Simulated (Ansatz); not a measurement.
The system is GdO.

```
Gd O
1.0
     0.00000    2.70000    2.70000
     2.70000    0.00000    2.70000
     2.70000    2.70000    0.00000
Gd O
1 1
Direct
  0.00000 0.00000 0.00000
  0.75000 0.75000 0.75000
```

Base run:

```yaml
Program: Ansatz 0.2.0
Functional: PBE
Potentials_or_basis: Ansatz PAW
Cutoff: "420 eV (not typed: the program's choice for these potentials)"
k_mesh: 9 × 9 × 9
Occupations: fermi-dirac, width 0.05 eV
Spin: collinear spin, ferromagnetic start
Starting_moments: "[7.0, 0.0] μB"
Hubbard_terms: Gd f U = 6 eV
```

Its results: band gap on the k mesh none (metal or under the smearing width); pressure -0.2 GPa; net moment 7.93 μB per cell; site moments Gd +7.02; O +0.02 μB.

Q: The run is repeated on the same cell with these changes: hubbard terms from Gd f U = 6 eV to none; hubbard projectors from ortho-atomic (the default) to none. What comes out?

A: Band gap on the k mesh none (metal or under the smearing width); pressure -0.6 GPa; net moment 7.54 μB per cell; site moments Gd +6.83; O -0.01 μB.

Caveats: spin-orbit coupling is left out, which moves the levels of the heavy elements; a cell with one magnetic atom can't hold antiferromagnetic order, which such compounds often take; the magnetic or orbital state may not be the lowest (some runs); without U or exact exchange the open f shell lies at the Fermi level, which spoils levels, moments and volumes (some runs).
